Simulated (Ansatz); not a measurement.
# F₂HOSi radical: from a rough start to a minimum

The task is to find a stationary geometry of F₂HOSi radical, then compute its harmonic vibrations to see whether it is a minimum and to get the zero-point energy and entropy, and look at its orbitals and charge.

Program: Ansatz 0.2.0, Gaussian basis. Level of theory: UKS PBE0-D4/def2-TZVP. These are calculated values, not measurements.

The runs, in order: relaxation at PBE0-D4/def2-TZVP; harmonic vibrations at the same level; a single point in def2-TZVPP for the fields.

**1. The system as given**

SMILES `O[Si](F)F`, 5 atoms, charge 0, spin multiplicity 2.

Atoms are counted from 1 here; the program's logs count them from 0.

Bond lengths: O1–Si2 1.597 Å, O1–H5 0.962 Å, Si2–F3 1.606 Å, Si2–F4 1.606 Å. Angles: Si2–O1–H5 122.7°, O1–Si2–F3 110.9°, O1–Si2–F4 110.8°, F3–Si2–F4 100.2°.

The start is a GFN2-xTB geometry.

**2. Relaxation at PBE0-D4/def2-TZVP**

File in.yaml:

```yaml
crystal:
  periodic: [false, false, false]
  atoms:
    - {symbol: O, position_ang: [-0.327500, 1.142980, 0.121540]}
    - {symbol: Si, position_ang: [-0.137150, -0.367780, 0.604170]}
    - {symbol: F, position_ang: [1.393210, -0.830990, 0.448470]}
    - {symbol: F, position_ang: [-0.847720, -1.386170, -0.414870]}
    - {symbol: H, position_ang: [-0.080830, 1.441960, -0.759300]}
basis:
  gaussian: {orbitals: def2-TZVP}
magnetization: {spin_polarized: true, initial_magnetization: 1}
hamiltonian: {xc: pbe0, dispersion: d4}
relax: {f_tol: 0.005, max_steps: 150}
```

Started as:

```
$ ansatz run in.yaml --threads 2 --pin off --events-out ev --progress --plain --max-ram 32768MiB --backend cpu
```

Further steps of the session: Force constants and modes; Orbitals, density and potential.

**Question.** What will the summary of the whole plan be? Wanted: point group; shift from the start; total energy; dispersion term; dipole moment; lowest, highest wavenumber; zero-point energy; HOMO, LUMO.

As calculated:

```
                  quantity            value
               point group               C1
                     steps               38
shift from the start (rms)          0.412 Å
              total energy   -15371.2332 eV
           dispersion term          -64 meV
             dipole moment           2.42 D
lowest, highest wavenumber   180, 3916 cm⁻¹
         zero-point energy    12.3 kcal/mol
       entropy at 298.15 K  302.0 J/(mol K)
   HOMO, LUMO (alpha spin)   -7.09, 0.49 eV
```

What this shows: The atoms moved 0.41 Å (rms) from the start; the bond that changed most is O1–Si2, from 1.597 to 1.627 Å. All wavenumbers are real, so the end point is a minimum. The stiffest mode, 3916 cm⁻¹, is an O–H stretch. Harmonic hybrid wavenumbers usually lie a few per cent above measured fundamentals. The largest Mulliken charge, +0.68 e, sits on Si2. The alpha HOMO lies mostly on Si2 67 %; O1 13 % and the LUMO on H5 53 %; Si2 19 %. The unpaired spin sits mainly on Si2 73 %; O1 10 %.
